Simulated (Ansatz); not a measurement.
I need vertical spin-state energies of BBr2HS, SMILES SB(Br)Br. Use Ansatz 0.2.0, Python API. Level of theory (for the species named): PBE, def2-SVPD basis, multiplicity 1, D3BJ dispersion.

The script reads `bbr2hs.xyz`:
```text
5

S    -0.45330    1.33110    0.49120
B    -0.10500   -0.43480    0.14690
Br    1.42200   -1.29290    1.04610
Br   -1.14550   -1.47400   -1.13580
H     0.33170    1.79690   -0.58980
```

`spin.py`
```python
# -*- coding: utf-8 -*-
'''Vertical spin-state energies of BBr2HS.'''

import warnings

import ansatz

warnings.simplefilter('ignore', ansatz.DeckWarning)

system = ansatz.Crystal.molecule_from_extxyz('bbr2hs.xyz')

calc = (
    system.calculation()
    .basis(gaussian='def2-SVPD')  # atom-centred Gaussian functions
    .functional('pbe', dispersion='d3bj')
)
found = {}
for unpaired in [0, 2]:
    r = calc.spin('collinear', total=unpaired).run().report
    s = unpaired / 2
    found[unpaired] = r['free_energy_ev']
    print(f'2S+1 = {unpaired + 1}: E = {found[unpaired]:.5f} eV, <S^2> = {abs(r["mean_field"]["state"]["spin_squared"]):.3f} (pure state {s * (s + 1):.2f})')
lowest = min(found, key=found.get)
for unpaired, e in found.items():
    print(f'multiplicity {unpaired + 1}: {(e - found[lowest]):.3f} eV above the lowest')
```

```console
$ python spin.py
2S+1 = 1: E = -151575.72066 eV, <S^2> = 0.000 (pure state 0.00)
2S+1 = 3: E = -151572.71430 eV, <S^2> = 2.005 (pure state 2.00)
multiplicity 1: 0.000 eV above the lowest
multiplicity 3: 3.006 eV above the lowest
```

In order: multiplicity 1 (+0.00 eV) and multiplicity 3 (+3.01 eV), all at the one geometry.

These settings explore the input space; basis and method may be short of convergence. The geometry is a force-field or estimated start, not a minimum of this method, and the basis set is short of its limit. All parts are taken at fixed geometry, without zero-point energy. Finished in 57 s on 1 thread of AMD EPYC 7571, with other jobs on the host, peak memory 0.35 GiB.
